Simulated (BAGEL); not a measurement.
# C2H6BS (SMILES [CH2]B(C)S) at ROHF/6-31G(d) (density fitting with qzvpp-jkfit, spherical functions)

Aim: the vertical doublet–quartet gap of C2H6BS at ROHF/6-31G* (density fitting with qzvpp-jkfit, spherical functions), from 2 runs. 

The results are computed with BAGEL 1.2.2.

1 further run of the same task is left out (it didn't finish).

### Step 1. The system as given

C2H6BS has 10 atoms, charge 0, and is taken as a doublet. SMILES: `[CH2]B(C)S`. The coordinates come from a PBE0-D4/def2-TZVP relaxation. This is one conformer, not always the lowest.

Bond lengths: C1–B2 1.526 Å, B2–C3 1.569 Å, B2–S4 1.804 Å, C1–H5 1.087 Å, C1–H6 1.086 Å, C3–H7 1.097 Å, C3–H8 1.095 Å, C3–H9 1.091 Å, S4–H10 1.343 Å. Some angles: C1–B2–C3 122.4°, C1–B2–S4 114.6°, C3–B2–S4 123.0°, B2–C1–H5 122.1°, B2–C1–H6 123.6°, B2–C3–H7 109.3°, B2–C3–H8 110.7°, B2–C3–H9 114.9°, B2–S4–H10 98.8°, H5–C1–H6 114.3°.

### Step 2. A single-point energy at ROHF/6-31G(d) (density fitting with qzvpp-jkfit, spherical functions)

Contents of job.json:

```json
{ "bagel" : [

{
  "title" : "molecule",
  "basis" : "6-31gs.json",
  "df_basis" : "qzvpp-jkfit",
  "angstrom" : "true",
  "geometry" : [
    { "atom" : "C", "xyz" : [      -1.347600,       0.728200,      -0.615700 ] },
    { "atom" : "B", "xyz" : [       0.025800,       0.124300,      -0.335600 ] },
    { "atom" : "C", "xyz" : [       0.392000,      -0.530200,       1.042800 ] },
    { "atom" : "S", "xyz" : [       1.179000,       0.205800,      -1.720200 ] },
    { "atom" : "H", "xyz" : [      -2.134400,       0.746700,       0.133900 ] },
    { "atom" : "H", "xyz" : [      -1.625600,       1.172700,      -1.567200 ] },
    { "atom" : "H", "xyz" : [      -0.198300,      -1.444600,       1.177900 ] },
    { "atom" : "H", "xyz" : [       0.112100,       0.129900,       1.870400 ] },
    { "atom" : "H", "xyz" : [       1.443700,      -0.796500,       1.159200 ] },
    { "atom" : "H", "xyz" : [       2.236400,      -0.387500,      -1.142600 ] }
  ]
},

{ "title" : "rohf", "nopen" : 1 },

{ "title" : "print", "file" : "orbitals.molden", "orbitals" : "true" }

]}
```

The basis set 6-31G* is read from a file made from the Basis Set Exchange's data (not shown).

Started as:

```sh
$ BAGEL_NUM_THREADS=1 BAGEL job.json > job.out
```

The program printed:

```text
* using 1 threads per process

  ===============================================================
  ===============================================================

  *** Geometry ***

  { "atom" : "C", "xyz" : [     -2.546595,      1.376099,     -1.163504 ] },
  { "atom" : "B", "xyz" : [      0.048755,      0.234893,     -0.634192 ] },
  { "atom" : "C", "xyz" : [      0.740773,     -1.001933,      1.970606 ] },
  { "atom" : "S", "xyz" : [      2.227987,      0.388906,     -3.250707 ] },
  { "atom" : "H", "xyz" : [     -4.033431,      1.411058,      0.253034 ] },
  { "atom" : "H", "xyz" : [     -3.071939,      2.216082,     -2.961579 ] },
  { "atom" : "H", "xyz" : [     -0.374733,     -2.729898,      2.225908 ] },
  { "atom" : "H", "xyz" : [      0.211838,      0.245475,      3.534544 ] },
  { "atom" : "H", "xyz" : [      2.728198,     -1.505167,      2.190571 ] },
  { "atom" : "H", "xyz" : [      4.226184,     -0.732269,     -2.159201 ] },

  Number of auxiliary basis functions:      461

  Since a DF basis is specified, we compute 2- and 3-index integrals:
    o Being stored without compression. Storage requirement is 0.019 GB

  Number of basis functions:       72
  Number of electrons      :       39

    * METHOD: MOLECULE                             0.21

  *** Open-shell HF ***

  === Nuclear Repulsion ===
   136.1614714340

      * DIIS with orbital gradients will be used.

  === ROHF iteration (6-31gs.json) ===
      0       -501.29360152          0.03053206           0.09
      1       -501.40198492          0.01149081           0.09
      2       -501.41973889          0.00484874           0.09
      3       -501.42329089          0.00126693           0.09
      4       -501.42400649          0.00035735           0.09
      5       -501.42412758          0.00016728           0.09
      6       -501.42415056          0.00003486           0.09
      7       -501.42415700          0.00001509           0.09
      8       -501.42415745          0.00000384           0.09
      9       -501.42415730          0.00000174           0.09
     10       -501.42415725          0.00000076           0.09
     11       -501.42415726          0.00000024           0.09
     12       -501.42415727          0.00000012           0.09
     13       -501.42415727          0.00000005           0.09
     14       -501.42415727          0.00000002           0.09
     15       -501.42415727          0.00000001           0.09
    * SCF iteration converged.

    * S^2 (ROHF) is 0.7500

    * Permanent dipole moment:
           (    0.217377,     0.128816,    -0.539821) a.u.

    * METHOD: ROHF                                 1.57

    * METHOD: PRINT                                0.01

  ===============================================================
```

Run time: 1.9 s. Hardware: 1 thread of Arm Neoverse V1, shared host; peak memory 0.099 GiB.

### Step 3. The quartet at the same level

Contents of input.json:

```json
{ "bagel": [

{
  "title": "molecule",
  "basis": "6-31gs.json",
  "df_basis": "qzvpp-jkfit",
  "angstrom": "true",
  "geometry": [
    { "atom": "C", "xyz": [   -1.347600,    0.728200,   -0.615700 ] },
    { "atom": "B", "xyz": [    0.025800,    0.124300,   -0.335600 ] },
    { "atom": "C", "xyz": [    0.392000,   -0.530200,    1.042800 ] },
    { "atom": "S", "xyz": [    1.179000,    0.205800,   -1.720200 ] },
    { "atom": "H", "xyz": [   -2.134400,    0.746700,    0.133900 ] },
    { "atom": "H", "xyz": [   -1.625600,    1.172700,   -1.567200 ] },
    { "atom": "H", "xyz": [   -0.198300,   -1.444600,    1.177900 ] },
    { "atom": "H", "xyz": [    0.112100,    0.129900,    1.870400 ] },
    { "atom": "H", "xyz": [    1.443700,   -0.796500,    1.159200 ] },
    { "atom": "H", "xyz": [    2.236400,   -0.387500,   -1.142600 ] }
  ]
},
{
  "title": "rohf",
  "nopen": 3
},
{
  "title": "print",
  "file": "orbitals.molden",
  "orbitals": "true"
}

]}
```

The basis set 6-31G* is read from a file made from the Basis Set Exchange's data (not shown).

Started as:

```sh
$ BAGEL_NUM_THREADS=1 BAGEL input.json > input.out
```

The program printed:

```text
* using 1 threads per process

  ===============================================================
  ===============================================================

  *** Geometry ***

  { "atom" : "C", "xyz" : [     -2.546595,      1.376099,     -1.163504 ] },
  { "atom" : "B", "xyz" : [      0.048755,      0.234893,     -0.634192 ] },
  { "atom" : "C", "xyz" : [      0.740773,     -1.001933,      1.970606 ] },
  { "atom" : "S", "xyz" : [      2.227987,      0.388906,     -3.250707 ] },
  { "atom" : "H", "xyz" : [     -4.033431,      1.411058,      0.253034 ] },
  { "atom" : "H", "xyz" : [     -3.071939,      2.216082,     -2.961579 ] },
  { "atom" : "H", "xyz" : [     -0.374733,     -2.729898,      2.225908 ] },
  { "atom" : "H", "xyz" : [      0.211838,      0.245475,      3.534544 ] },
  { "atom" : "H", "xyz" : [      2.728198,     -1.505167,      2.190571 ] },
  { "atom" : "H", "xyz" : [      4.226184,     -0.732269,     -2.159201 ] },

  Number of auxiliary basis functions:      461

  Since a DF basis is specified, we compute 2- and 3-index integrals:
    o Being stored without compression. Storage requirement is 0.019 GB

  Number of basis functions:       72
  Number of electrons      :       39

    * METHOD: MOLECULE                             0.21

  *** Open-shell HF ***

  === Nuclear Repulsion ===
   136.1614714340

      * DIIS with orbital gradients will be used.

  === ROHF iteration (6-31gs.json) ===
      0       -501.02156786          0.03571189           0.09
      1       -501.16193588          0.01338848           0.09
      2       -501.18272400          0.00580206           0.09
      3       -501.18680304          0.00114270           0.09
      4       -501.18719700          0.00022755           0.09
      5       -501.18725262          0.00009989           0.09
      6       -501.18726465          0.00003384           0.09
      7       -501.18727100          0.00002636           0.09
      8       -501.18727539          0.00001970           0.09
      9       -501.18727812          0.00001570           0.09
     10       -501.18727945          0.00001214           0.09
     11       -501.18728021          0.00000884           0.09
     12       -501.18728050          0.00000650           0.09
     13       -501.18728069          0.00000427           0.09
     14       -501.18728078          0.00000283           0.09
     15       -501.18728079          0.00000187           0.09
     16       -501.18728077          0.00000125           0.09
     17       -501.18728076          0.00000078           0.09
     18       -501.18728075          0.00000048           0.09
     19       -501.18728075          0.00000030           0.09
     20       -501.18728075          0.00000021           0.09
     21       -501.18728075          0.00000017           0.09
     22       -501.18728075          0.00000014           0.09
     23       -501.18728075          0.00000012           0.09
     24       -501.18728075          0.00000009           0.09
     25       -501.18728075          0.00000007           0.09
     26       -501.18728075          0.00000005           0.09
     27       -501.18728075          0.00000003           0.09
     28       -501.18728075          0.00000002           0.09
     29       -501.18728075          0.00000001           0.09
     30       -501.18728075          0.00000001           0.09
    * SCF iteration converged.

    * S^2 (ROHF) is 3.7500

    * Permanent dipole moment:
           (   -1.257441,     0.116195,     0.995992) a.u.

    * METHOD: ROHF                                 2.92

    * METHOD: PRINT                                0.01

  ===============================================================
```

It took 3.3 s on 1 thread of Arm Neoverse V1, shared host; peak memory 0.099 GiB.

### Step 4. Results

At ROHF/6-31G* (density fitting with qzvpp-jkfit, spherical functions):

```
                                        quantity          value
                           doublet: total energy  -501.42416 Eh
                          doublet: dipole moment         1.51 D
                                   doublet: ⟨S²⟩          0.750
                           quartet: total energy  -501.18728 Eh
                          quartet: dipole moment         4.09 D
                                   quartet: ⟨S²⟩          3.750
vertical energy of the quartet above the doublet       6.446 eV
```

At this shape the quartet lies 6.45 eV (149 kcal/mol) above the doublet.
